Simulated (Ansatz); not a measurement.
# Molecular dynamics of CaO

input.yaml

```yaml
crystal:
  lattice:
    - [6.939546, 0.0, 0.0]
    - [3.469773, 6.009823, 0.0]
    - [0.0, 0.0, 17.249587]
  atoms:
    - { symbol: Ca, position: [0.0, 0.0, 0.0579724] }
    - { symbol: O, position: [0.33333332, 0.83333334, 0.09075675] }
    - { symbol: Ca, position: [-1.0e-08, 0.50000001, 0.0579724] }
    - { symbol: O, position: [0.33333333, 0.33333334, 0.09075675] }
    - { symbol: Ca, position: [0.49999999, 0.0, 0.0579724] }
    - { symbol: O, position: [0.83333332, 0.83333334, 0.09075675] }
    - { symbol: Ca, position: [0.49999999, 0.50000001, 0.0579724] }
    - { symbol: O, position: [0.83333332, 0.33333334, 0.09075675] }
    - { symbol: Ca, position: [0.66666665, 0.66666667, 0.22969684] }
    - { symbol: O, position: [0.99999998, 0.50000001, 0.25549396] }
    - { symbol: Ca, position: [0.66666666, 0.16666667, 0.22969684] }
    - { symbol: O, position: [0.99999999, 0.0, 0.25549396] }
    - { symbol: Ca, position: [0.16666666, 0.66666667, 0.22969684] }
    - { symbol: O, position: [0.49999999, 0.50000001, 0.25549396] }
    - { symbol: Ca, position: [0.16666666, 0.16666667, 0.22969684] }
    - { symbol: O, position: [0.49999998, 1.00000001, 0.25549396] }
basis:
  ecutwfc: 420.0
kpoints:
  mp_grid: { grid: [2, 2, 1] }
hamiltonian:
  xc: pbe
scf:
  occupations: { method: fermi_dirac, width: 0.05 }
  lower_state_search: "off"
md:
  timestep: 1
  n_steps: 250
  ensemble: nvt_langevin
  temperature: 900.0
  initial_velocities: maxwell_boltzmann
  seed: 522359
  friction: 0.005
  constraints: [{ sites: [0, 2, 4, 6] }]
```

Run as:

```bash
$ ansatz run input.yaml --threads 2 --pin off --max-ram 5120MiB --backend cpu --events-out ev --progress --plain --runs-dir out
```

It starts from a relaxed structure.

Output, in part (step lines):

```
md step     0: t =     0.00 fs  T =   900.0 K  F+E_penalty+E_count = -19089.36261651 eV  E_kin = 1.396008 eV  (15 SCF iters)
md step     1: t =     1.00 fs  T =   849.0 K  F+E_penalty+E_count = -19089.35504452 eV  E_kin = 1.316872 eV  (13 SCF iters)
md step     2: t =     2.00 fs  T =   826.8 K  F+E_penalty+E_count = -19089.33283257 eV  E_kin = 1.282488 eV  (13 SCF iters)
md step     3: t =     3.00 fs  T =   765.9 K  F+E_penalty+E_count = -19089.29611295 eV  E_kin = 1.188078 eV  (13 SCF iters)
md step     4: t =     4.00 fs  T =   707.5 K  F+E_penalty+E_count = -19089.24671785 eV  E_kin = 1.097457 eV  (13 SCF iters)
md step     5: t =     5.00 fs  T =   709.9 K  F+E_penalty+E_count = -19089.18631382 eV  E_kin = 1.101189 eV  (9 SCF iters)
md step     6: t =     6.00 fs  T =   661.1 K  F+E_penalty+E_count = -19089.11558197 eV  E_kin = 1.025434 eV  (7 SCF iters)
md step     7: t =     7.00 fs  T =   672.1 K  F+E_penalty+E_count = -19089.03580214 eV  E_kin = 1.042561 eV  (9 SCF iters)
[... lines left out ...]
md step   249: t =   249.00 fs  T =  1389.9 K  F+E_penalty+E_count = -19090.73382145 eV  E_kin = 2.155842 eV  (5 SCF iters)
md step   250: t =   250.00 fs  T =  1443.9 K  F+E_penalty+E_count = -19090.72851646 eV  E_kin = 2.239646 eV  (8 SCF iters)
```

The steps, from the saved trajectory:

```csv
time (fs),T (K),potential energy less start (eV)
0.0,900,0.000
8.0,643,0.413
16.0,489,0.848
24.0,706,0.550
32.0,748,0.320
40.0,726,0.387
48.0,708,0.553
56.0,838,0.372
64.0,1201,0.059
72.0,980,0.140
80.0,880,0.239
88.0,885,0.141
96.0,943,0.119
104.0,865,0.450
112.0,743,0.612
120.0,1130,0.045
128.0,1510,-0.513
136.0,1529,-0.594
144.0,1245,-0.408
152.0,1248,-0.456
160.0,1390,-0.524
168.0,1295,-0.448
176.0,1265,-0.508
184.0,1398,-0.878
192.0,1647,-1.209
200.0,1318,-0.773
208.0,1106,-0.485
216.0,1053,-0.587
224.0,900,-0.326
232.0,986,-0.344
240.0,1315,-1.012
248.0,1423,-1.369
```

All steps were run. The mean temperature of the second half is 42 % above the set value. A run of 0.25 ps of so small a system gives no equilibrium averages. Limits of this set-up: coarse k mesh, thin slab, slab without dipole correction.

Mean squared displacements from the first frame to the last: Ca 0.19 Å², O 0.44 Å².

Last frame:

```xyz
16
Lattice="6.9395 0.0000 0.0000 3.4698 6.0098 0.0000 0.0000 0.0000 17.2496" Properties=species:S:1:pos:R:3
Ca 0.000 0.000 1.000
O 5.152 5.032 1.481
Ca 1.735 3.005 1.000
O 3.587 1.978 1.276
Ca 3.470 0.000 1.000
O 8.801 5.043 0.395
Ca 5.205 3.005 1.000
O 6.958 2.003 1.692
Ca 7.062 3.841 4.020
O 9.054 3.030 3.665
Ca 5.238 0.798 4.827
O 7.000 -0.210 4.204
Ca 3.625 3.788 4.614
O 5.557 2.875 5.281
Ca 1.657 0.891 3.534
O 7.029 6.052 3.831
```

Time of the run: 22 min on 2 threads of Arm Neoverse V1 (shared host), peak memory 1.1 GiB.
